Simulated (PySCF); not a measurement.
# C2H4AlBr: the cost of one run

The runs use PySCF 2.14.0, with density-fitted response routines of our own; the level of theory stands in each step. All values are computed, except where a source is named. Atoms are numbered from 0 throughout.

## Step 1: Starting geometry

8 atoms, charge 0, multiplicity 1; geometry from: PBE0-D3(BJ)/def2-SVP.

Bonds of the start (Å): C0–C1 1.34, C1–Al2 1.93, Al2–Br3 2.26, C0–H4 1.10, C0–H5 1.10, C1–H6 1.10, Al2–H7 1.58.

## Step 2: Shielding tensors: PBE0/pcSseg-2

The job: settings as JSON, then the geometry in Å.

```
{"job": {"kind": "nmr", "xc": "PBE0", "basis": "pcSseg-2", "pop": false}, "charge": 0, "multiplicity": 1}
C     -1.435301     0.056982     0.276258
C     -0.348392    -0.527613    -0.253560
Al     1.382084     0.305070    -0.047231
Br     3.179014    -0.657769    -1.018963
H     -2.443205    -0.367458     0.182729
H     -1.374395     0.998951     0.837142
H     -0.491321    -1.468891    -0.800872
H      1.586766     1.641459     0.771681
```

With the program's defaults for keys left out, this is: GIAO PBE0/pcSseg-2 NMR shielding, non-relativistic, gas phase.

On the command line:

```bash
$ OMP_NUM_THREADS=1 python probes_run.py task.json out
```

One launch serves the whole session: the jobs run in the order shown.

**Question.** How long does this first job take on 1 thread of Arm Neoverse V1, shared host, and how much memory does it need?

About 22 s, with a peak of 1 GiB.
